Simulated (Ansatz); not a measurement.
# ClGeH₆N₃: up Jacob's ladder to CCSD(T)

Aim: compute ClGeH₆N₃ with functionals from several rungs and with coupled cluster, and see how far each lands from CCSD(T) at the basis-set limit for the atomisation energy.

Program: Ansatz 0.2.0, Gaussian basis. Level of theory: functionals in def2-TZVPP, the program's frozen cores in correlated methods. These are calculated values, not measurements.

Levels to be run: LDA (SPW92), PBE-D4, revPBE-D4, BLYP-D4, r2SCAN-D4, B97M-V, PBE0-D4, B3LYP-D4, r2SCANh-D4, r2SCAN0-D4, HSE06-D4, BHLYP-D4, CAM-B3LYP-D4, LC-ωPBE, ωB97X-V, ωB97M-V, B2PLYP, PBE-QIDH; CCSD(T)/def2-SVP; CCSD(T)/def2-TZVPP; MP2/def2-QZVPP; extrapolation to the limit; RPA on PBE.

### Step 1. The geometry

An earlier PBE0-D4 in a triple-zeta def2 set relaxation fixed the geometry.

SMILES `[NH2][Ge]([NH2])([NH2])[Cl]`, 11 atoms, charge 0, spin multiplicity 1.

Atoms are counted from 1 here; the program's logs count them from 0.

Bond lengths: N1–Ge2 1.818 Å, N1–H6 1.009 Å, N1–H7 1.009 Å, Ge2–N3 1.819 Å, Ge2–N4 1.818 Å, Ge2–Cl5 2.148 Å, N3–H8 1.010 Å, N3–H9 1.009 Å, N4–H10 1.009 Å, N4–H11 1.009 Å. Angles: Ge2–N1–H6 116.3°, Ge2–N1–H7 115.5°, H6–N1–H7 110.7°, N1–Ge2–N3 112.6°, N1–Ge2–N4 112.1°, N1–Ge2–Cl5 106.3°, N3–Ge2–N4 112.7°, N3–Ge2–Cl5 105.9°, N4–Ge2–Cl5 106.6°, Ge2–N3–H8 116.1°, Ge2–N3–H9 115.5°, H8–N3–H9 110.5°, Ge2–N4–H10 115.7°, Ge2–N4–H11 116.5°, H10–N4–H11 110.8°.

### Step 2. LDA

This LDA is Slater exchange with PW92 correlation.

Contents of in.yaml:

```yaml
crystal:
  periodic: [false, false, false]
  atoms:
    - {symbol: N, position_ang: [-1.443736, 0.864688, -0.455171]}
    - {symbol: Ge, position_ang: [0.219896, 0.348760, 0.066227]}
    - {symbol: N, position_ang: [0.212390, -0.539219, 1.654082]}
    - {symbol: N, position_ang: [1.095486, -0.561280, -1.242248]}
    - {symbol: Cl, position_ang: [1.333561, 2.153807, 0.407713]}
    - {symbol: H, position_ang: [-2.001323, 1.342997, 0.237067]}
    - {symbol: H, position_ang: [-1.989452, 0.158771, -0.926201]}
    - {symbol: H, position_ang: [1.112731, -0.837177, 2.000258]}
    - {symbol: H, position_ang: [-0.461427, -1.286533, 1.731364]}
    - {symbol: H, position_ang: [0.906100, -1.551023, -1.288399]}
    - {symbol: H, position_ang: [1.080976, -0.150688, -2.164093]}
basis:
  gaussian: {orbitals: def2-TZVPP}
hamiltonian: {xc: lda}
output: {orbitals: {seedname: orbitals}}
```

Started as:

```console
$ ansatz run in.yaml --threads 4 --pin off --events-out ev --progress --plain --max-ram 11315MiB
```

The runs that follow: PBE-D4 (GGA); revPBE-D4 (GGA); BLYP-D4 (GGA); r2SCAN-D4 (meta-GGA); B97M-V (meta-GGA); B3LYP-D4 (hybrid); r2SCANh-D4 (hybrid); r2SCAN0-D4 (hybrid); HSE06-D4 (hybrid); BHLYP-D4 (hybrid); CAM-B3LYP-D4 (range-separated); LC-ωPBE (range-separated); ωB97X-V (range-separated); ωB97M-V (range-separated); B2PLYP (double hybrid); PBE-QIDH (double hybrid); CCSD(T) in def2-SVP; CCSD(T) in def2-TZVPP; MP2 in def2-QZVPP; RPA on PBE orbitals.

Q: Predict the results of all the runs planned. Wanted: atomisation energy, CCSD(T)/CBS; farthest beyond LDA; mean size of error, GGA; mean size of error, meta-GGA; mean size of error, hybrid; mean size of error, range-separated; mean size of error, double hybrid; gap, smallest and largest; T1 diagnostic.

The runs gave:

| quantity | value |
| --- | --- |
| atomisation energy, CCSD(T)/CBS | 3645.6 kJ/mol |
| functionals within 36.5 kJ/mol (1.0 %) | BLYP-D4, B97M-V, PBE0-D4, B3LYP-D4, HSE06-D4, CAM-B3LYP-D4, ωB97X-V, ωB97M-V |
| farthest beyond LDA | BHLYP-D4 (-145.0 kJ/mol) |
| mean size of error, GGA | 37.0 kJ/mol |
| mean size of error, meta-GGA | 25.9 kJ/mol |
| mean size of error, hybrid | 66.0 kJ/mol |
| mean size of error, range-separated | 15.6 kJ/mol |
| mean size of error, double hybrid | 61.9 kJ/mol |
| gap, smallest and largest | 5.24 eV (BLYP-D4), 12.81 eV (LC-ωPBE) |
| T1 diagnostic | 0.0099 |
| triples share of the correlation energy | 3.8 % |

LDA overbinds by 560.4 kJ/mol (15 %). PBE-D4 misses by +58.4 kJ/mol. Double hybrids carry the basis error of their MP2 part in triple zeta, and no dispersion term here, so their miss is partly the set-up's. The rungs range-separated, meta-GGA miss on average by less than the doubt on the reference (36.5 kJ/mol), so they tie. Misses under about 36.5 kJ/mol are within the doubt on the reference itself, which lacks core-valence correlation, relativity and higher excitations, and its outer-core shells are covered unevenly. Hartree-Fock recovers 65 % of the binding; the rest is correlation. CCSD(T) in def2-SVP is off by -350.5 kJ/mol, so the small basis spoils what the method gains. Orbital gaps span 5.2 to 12.8 eV; exact exchange widens them. Correlated methods include outer-core shells of Ge, which these sets cover unevenly.
